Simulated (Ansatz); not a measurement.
**Si2Ni (Fm-3m): all-electron equation of state from a Python script**

Where is the equilibrium volume of Si2Ni (Fm-3m) with all electrons, and how stiff is it? A script is to give an all-electron equation of state; the system is Si2Ni (Fm-3m).

All numbers are computed with the Python package of Ansatz 0.2.0. Level of theory: DFT PBE, all-electron LAPW.

### 1 The system

Symmetry: Fm-3m, No. 225, cubic system. Conventional cell: a = 5.406 Å, b = 5.406 Å, c = 5.406 Å, α = 90.00°, β = 90.00°, γ = 90.00°. Si (site symmetry -43m) is surrounded by 4 Ni at 2.34 Å. Ni (site symmetry m-3m) has 8 Si at 2.34 Å in its first shell of neighbours.

No structure file is read: the coordinates are typed or built in the script.

### 2 The code

The input, run_eos_lapw.py:

```python
import ansatz as az
from ase.eos import EquationOfState
from ase.units import GPa
import numpy as np

VECTORS = np.array([
    [0.0, 2.703, 2.703],
    [2.703, 0.0, 2.703],
    [2.703, 2.703, 0.0],
])
SITES = [
    ("Si", (0.25, 0.25, 0.25), 0.0),
    ("Si", (0.75, 0.75, 0.75), 0.0),
    ("Ni", (0.0, 0.0, 0.0), 1.5),
]


def make_crystal(cell):
    crystal = az.Crystal(lattice=az.Lattice.of(cell))
    for symbol, position, moment in SITES:
        crystal = crystal.atom(symbol, position, moment=moment or None)
    return crystal

volumes, energies = [], []
for scale in np.linspace(0.94, 1.06, 5):
    cell = VECTORS * scale ** (1 / 3)
    base = (
        make_crystal(cell).calculation()
        .occupations("fermi_dirac")
        .spin(az.SpinTreatment.COLLINEAR)
        .scf(extra_bands=6)
        .functional("pbe")
        .kpoints(9, 9, 9)
        .pseudopotentials("all_electron", lapw=True, relativity="none")
    )
    report = base.run().report
    volumes.append(abs(np.linalg.det(cell)) / len(SITES))
    energies.append(report["free_energy_ev"] / len(SITES))
    print(f"{scale:.3f} {volumes[-1]:9.4f} A^3/atom {energies[-1]:16.5f} eV/atom  (estimated basis error {1000 * report['lapw_basis_errors']['total_ev_per_atom']:.2f} meV/atom)")
v0, e0, bulk = EquationOfState(volumes, energies, eos="birchmurnaghan").fit()
print(f"V0 = {v0:.4f} A^3/atom, B0 = {bulk / GPa:.1f} GPa")
```

### 3 Launch

Command:

```console
> python run_eos_lapw.py
```

**Question.** Estimate the equilibrium volume and the bulk modulus.

The runs gave:

| quantity | value |
| --- | --- |
| runs compared | 5 |
| range of energy | 59.81 meV/atom |
| lowest point, volume (Å³/atom) | 13.561 |
| equilibrium volume (fit) | 13.63 Å³/atom |
| bulk modulus (fit) | 142 GPa |

What this shows: A third-order Birch-Murnaghan fit through the 5 points has its minimum at 13.63 Å³ an atom, 3.5 % above the typed cell, with a bulk modulus of 142 GPa and dB/dP = 4.1. From that minimum the energy rises by 60.0 meV an atom on the compressed side and 3.4 meV on the expanded side. The window is off centre, so dB/dP is rough. The SCF didn't keep the moments it started from (some shrank, vanished or turned); what is printed is the state reached. For a metal this k-point mesh is coarse: on a finer one energies can move by several to tens of meV an atom and pressures by half a GPa or more, differences at one mesh by less. The starting moments were not kept in at least one run, so it stands on a weaker or other magnetic state than the one typed.
